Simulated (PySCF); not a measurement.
# C3H12GaN: the cost of one run

The runs use PySCF 2.14.0, with density-fitted response routines of our own; the level of theory stands in each step. All values are computed, except where a source is named. Atoms are numbered from 0 throughout.

## 1. The molecule as given

17 atoms, charge 0, multiplicity 1; geometry from: GFN2-xTB.

Bonds of the start (Å): C0–N1 1.46, N1–C2 1.46, N1–C3 1.46, N1–Ga4 2.08, C0–H5 1.10, C0–H6 1.09, C0–H7 1.09, C2–H8 1.09, C2–H9 1.10, C2–H10 1.09, C3–H11 1.10, C3–H12 1.09, C3–H13 1.09, Ga4–H14 1.54, Ga4–H15 1.54, Ga4–H16 1.54.

## 2. Geometry optimisation at PBE0-D3(BJ)/def2-SVP

What the job is given:

```
{"job": {"xc": "PBE0", "basis": "def2-SVP", "d3": "d3bj", "grid": 1, "kind": "geom"}, "charge": 0, "multiplicity": 1}
C     -0.537121    -0.801039     1.166359
N     -0.142519    -0.057305    -0.023368
C     -0.114541    -0.941247    -1.181866
C     -1.067084     1.044994    -0.256007
Ga     1.761821     0.717963     0.275951
H     -1.538281    -1.232538     1.058834
H     -0.520683    -0.130416     2.027635
H      0.185877    -1.599642     1.343042
H      0.215708    -0.374622    -2.054607
H     -1.100029    -1.376402    -1.380886
H      0.606371    -1.740972    -1.002027
H     -2.089172     0.686452    -0.419543
H     -1.050120     1.712868     0.607205
H     -0.736249     1.609673    -1.129689
H      1.536375     1.606722     1.507971
H      2.578329    -0.562489     0.503394
H      2.004318     1.450031    -1.052307
```

The run is started by

```
$ OMP_NUM_THREADS=1 python probes_run.py task.json out
```

The driver reads the jobs from task.json and runs them one after another.

**Question.** How long does this first job take on 1 thread of Arm Neoverse V2, shared host, and how much memory does it need?

About 63 s, with a peak of 0.61 GiB.
